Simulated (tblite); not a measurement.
# C4H10B2F2O: the cost of one run

Programs: tblite 0.8.0 and PySCF 2.14.0, with density-fitted response routines of our own. Each step states its level of theory. These are calculated values for one molecule in the gas phase, unless marked as measured. Atoms are numbered from 0 throughout.

## Step 1: Starting geometry

19 atoms, charge 0, multiplicity 1; geometry from: force field or distance geometry start.

Bonds of the start (Å): C0–B1 1.59, B1–C2 1.59, B1–C3 1.60, C3–C4 1.54, C4–O5 1.41, O5–B6 1.48, B6–F7 1.45, B6–F8 1.45, C0–H9 1.11, C0–H10 1.11, C0–H11 1.12, C2–H12 1.10, C2–H13 1.10, C2–H14 1.13, C3–H15 1.10, C3–H16 1.10, C4–H17 1.12, C4–H18 1.12.

## Step 2: Geometry optimisation with GFN2-xTB

Job settings and geometry (Å):

```
{"job": {"kind": "relax", "xc": "GFN2-xTB", "basis": "xTB"}, "charge": 0, "multiplicity": 1}
C     -2.364800    -0.966400    -0.435300
B     -1.288600     0.173900    -0.198600
C     -1.648800     1.446100     0.684600
C      0.169900     0.033200    -0.849700
C      1.251900    -0.148600     0.231800
O      2.495300    -0.295500    -0.419000
B      3.544100    -0.463900     0.605100
F      4.247300     0.690100     1.135100
F      3.912900    -1.795600     1.054700
H     -2.000500    -1.930500    -0.034900
H     -2.569300    -1.063400    -1.524300
H     -3.324800    -0.707300     0.083300
H     -0.808800     2.157800     0.729800
H     -1.912000     1.131500     1.709800
H     -2.533000     1.971600     0.227600
H      0.177800    -0.856600    -1.503000
H      0.382600     0.934000    -1.446600
H      1.007200    -1.059400     0.829700
H      1.251900     0.758200     0.888900
```

Started as:

```
OMP_NUM_THREADS=1 python probes_run.py task.json out
```

One launch serves the whole session: the jobs run in the order shown.

**Question.** How long does this first job take on 1 thread of Arm Neoverse V1, shared host?

About 1.5 s.
